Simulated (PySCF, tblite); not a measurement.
# C₂H₅BF₂SSi: geometry, infrared bands and NMR shifts

What infrared bands and NMR shifts should C₂H₅BF₂SSi (`CC(=S)[SiH2]B(F)F`) show?

The runs use tblite 0.8.0 and PySCF 2.14.0, with density-fitted response routines of our own; the level of theory stands in each step. All values are computed, except where a source is named. Atoms count from 0, in the outputs and in this text.

## 1. The starting structure

12 atoms, charge 0, multiplicity 1; geometry from: force field or distance geometry start.

Bonds of the start (Å): C0–C1 1.51, C1–S2 1.43, C1–Si3 1.85, Si3–B4 1.93, B4–F5 1.45, B4–F6 1.45, C0–H7 1.11, C0–H8 1.11, C0–H9 1.10, Si3–H10 1.48, Si3–H11 1.47.

## 2. Optimising the geometry with GFN2-xTB

What the job is given:

```
{"job": {"kind": "relax", "xc": "GFN2-xTB", "basis": "xTB"}, "charge": 0, "multiplicity": 1}
C      1.932400     0.195200    -0.433800
C      0.625900    -0.558400    -0.482500
S      0.393800    -1.515400    -1.519600
Si    -0.656900    -0.300200     0.823300
B     -2.249900     0.473400     0.053600
F     -3.511500    -0.232500     0.105300
F     -2.167400     1.752300    -0.632500
H      2.043100     0.810500    -1.351900
H      1.958500     0.880700     0.440700
H      2.774900    -0.507500    -0.346700
H     -0.993400    -1.600000     1.450700
H     -0.148400     0.601100     1.867300
```

Started as:

```console
OMP_NUM_THREADS=1 python probes_run.py task.json out
```

This one command runs all jobs of the session in turn.

**Question.** This job is followed by: GFN2-xTB harmonic vibrations, gas phase; GIAO PBE0/pcSseg-1 NMR shielding, non-relativistic, gas phase. What will the session give for the following? strongest single infrared mode (GFN2-xTB); zero-point energy (GFN2-xTB); ¹³C shifts against TMS (PBE0/pcSseg-1); ¹H shifts against TMS (PBE0/pcSseg-1, means over atoms taken as alike); ³³S shifts against CS2 (PBE0/pcSseg-1); ²⁹Si shifts against TMS (PBE0/pcSseg-1); ¹¹B shifts against BF3·OEt2 (PBE0/pcSseg-1); ¹⁹F shifts against CFCl3 (PBE0/pcSseg-1, means over atoms taken as alike).

The runs gave:

| quantity | value |
| --- | --- |
| strongest single infrared mode (GFN2-xTB) | 1237 cm⁻¹, 320 km/mol |
| zero-point energy (GFN2-xTB) | 43.1 kcal/mol |
| ¹³C shifts against TMS (PBE0/pcSseg-1) | 319.9, 53.2 ppm |
| ¹H shifts against TMS (PBE0/pcSseg-1, means over atoms taken as alike) | 4.66, 3.63 ppm |
| ³³S shifts against CS2 (PBE0/pcSseg-1) | 1494 ppm |
| ²⁹Si shifts against TMS (PBE0/pcSseg-1) | -68.2 ppm |
| ¹¹B shifts against BF3·OEt2 (PBE0/pcSseg-1) | 28.3 ppm |
| ¹⁹F shifts against CFCl3 (PBE0/pcSseg-1, means over atoms taken as alike) | -24.6 ppm |

What this shows: Relaxing lowered the energy by 2.005 eV in 138 steps; the close pair that moved most is C1–S2, from 1.430 to 1.628 Å. No mode is imaginary among the 30: a minimum at this level. The strongest single mode, at 1237 cm⁻¹, moves mainly B4. Unscaled tight-binding wavenumbers are off by several per cent, some by more. Its intensities can rank the bands wrongly. The most deshielded carbon is C1 (thiocarbonyl carbon), at 319.9 ppm: the small n→π* gap of C=S deshields it strongly. At PBE0/pcSseg-1: Shielding is most anisotropic at S2 (span 3432 ppm, paramagnetic term -2047 ppm).
